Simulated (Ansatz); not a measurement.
# Sr: a line through a two-coordinate scan

The task here is to estimate one member of a computed series from the others.

Program: Ansatz 0.2.0. Level of theory: DFT PBEsol, scalar-relativistic, plane waves, PAW. These are calculated values, not measurements.

16 further runs of the same task are left out: 16 set aside as unsound or not needed.

### The starting structure

Symmetry: P6_3/mmc, No. 194, hexagonal system. Conventional cell: a = 4.195 Å, b = 4.195 Å, c = 6.879 Å, α = 90.00°, β = 90.00°, γ = 120.00°. Sr (site symmetry -6m2) has 12 Sr at 4.19 to 4.21 Å as nearest neighbours.

Structure file:

```xyz
2
Lattice="4.1945 0.0000 0.0000 -2.0973 3.6326 0.0000 0.0000 0.0000 6.8785" Properties=species:S:1:pos:R:3 pbc="T T T"
Sr    0.0000    2.4217    1.7196
Sr    2.0973    1.2109    5.1589
```

This cell was relaxed beforehand with the same method: volume 52.40 Å³/atom, gap on the mesh none (metal).

### The scan

The energy is mapped over two homogeneous strains (x along [1 0 0], y along [1 2 0], z along [0 0 1] of the conventional cell).

The axes are (1) strain +e along x and -e along y: 7 values from −11.0 %; (2) strain +e along z and -e/2 along x and y: 7 values from −7.00 %.

Nothing else is relaxed (fractional coordinates fixed). Energies count from the relaxed crystal. Points are written as (first, second).

Set-up of the first run:

Contents of input.yaml:

```yaml
crystal:
  lattice:
    - [3.9359435012, 0.0, 0.0]
    - [-1.9679717506, 3.9411626031, 0.0]
    - [0.0, 0.0, 6.7182569396]
  atoms:
    - { symbol: Sr, position: [0.3333333333, 0.6666666667, 0.25] }
    - { symbol: Sr, position: [0.6666666667, 0.3333333333, 0.75] }
basis:
  ecutwfc: 420
kpoints:
  mp_grid: { grid: [12, 12, 8] }
hamiltonian:
  xc: pbesol
  pseudopotentials: { kind: paw }
scf:
  occupations: { method: gaussian, width: 0.15 }
output:
  forces: true
  stress: true
  eigenvalues: true
```

On the command line:

```bash
$ ansatz run input.yaml --threads 1 --pin off --max-ram 2048MiB --backend cpu --events-out ev --progress --plain --runs-dir out
```

Among the steps run: Point (−7.3 %, −2.33 %); Grid point (−3.7 %, −2.33 %); Point (0.0 %, −2.33 %); Point (7.3 %, −2.33 %); Grid point (11.0 %, −2.33 %).

One table of the session follows, with a row left open; its other results are not shown here.

It belongs to the step «The line in numbers». 

| strain +e along x and -e along y (%) | energy (meV/atom) | slope (meV/atom per %) | pressure (GPa) | largest force on an atom (eV/Å) |
| --- | --- | --- | --- | --- |
| −11.0 | 91 | −17.6 | 0.43 | 0.22 |
| −7.3 | 39 | −10.6 | 0.19 | 0.15 |
| −3.7 | ? | ? | ? | ? |
| 0.0 | 3.1 | 0.0 | 0.02 | 0.00 |
| 3.7 | 10 | 3.7 | 0.04 | 0.08 |
| 7.3 | 29 | 6.0 | 0.08 | 0.15 |
| 11.0 | 54 | 7.4 | 0.16 | 0.23 |

Q: Estimate the row for strain +e along x and -e along y (%) = −3.7 from the others.

Worked estimate for «energy (meV/atom)». A straight line through the neighbours (−7.3, 39) and (0.0, 3.1) gives 39 + (3.1 − 39) × (−3.7 − −7.3) / (0.0 − −7.3) = 21; a parabola fitted to 4 rows on both sides gives 12.

**Answer.** energy (meV/atom): 12; slope (meV/atom per %): −4.7; pressure (GPa): 0.05; largest force on an atom (eV/Å): 0.08. In «energy (meV/atom)» the line misses by +9 and the parabola by +0.

Energies count from the relaxed crystal. Rows without a step come from runs not printed here or follow by symmetry. Slopes come from the forces (and the stress, where the cell changes), not from differences of energies.

To keep in mind: A rigid map gives upper bounds: relaxing the other coordinates can only lower a point.
